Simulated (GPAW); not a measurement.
The system is Zn3H.

```
Zn H
1.0
     0.00000    2.99658    2.99658
     2.99658    0.00000    2.99658
     2.99658    2.99658    0.00000
Zn H
3 1
Direct
  0.50000 0.50000 0.50000
  0.25000 0.25000 0.25000
  0.75000 0.75000 0.75000
  0.00000 0.00000 0.00000
```

The cell was built by a generator and needn't be a form met in nature.

Base run:

```yaml
Program: GPAW 26.7.0
Functional: RPBE
Potentials_or_basis: the program's PAW data sets (release 1.2.1) made for this functional
Cutoff: 600 eV
Basis: pw
k_mesh: 6 × 6 × 6
Occupations: fermi-dirac, width 0.05 eV
Spin: no spin polarisation
```

Its results: pressure 2.6 GPa.

Problem. After a change of settings the same cell gave: pressure 1.8 GPa. Which change was it?
A. functional from RPBE to revPBE
B. functional from RPBE to r2SCAN; potentials or basis from the program's PAW data sets (release 1.2.1) made for this functional to GPAW PAW data sets (gpaw-data 1.2.1)
C. functional from RPBE to BLYP; potentials or basis from the program's PAW data sets (release 1.2.1) made for this functional to PAW data sets generated in the run's folder for this functional
D. functional from RPBE to LDA

Solution. A.

Runs at the PBE level aren't shown here.
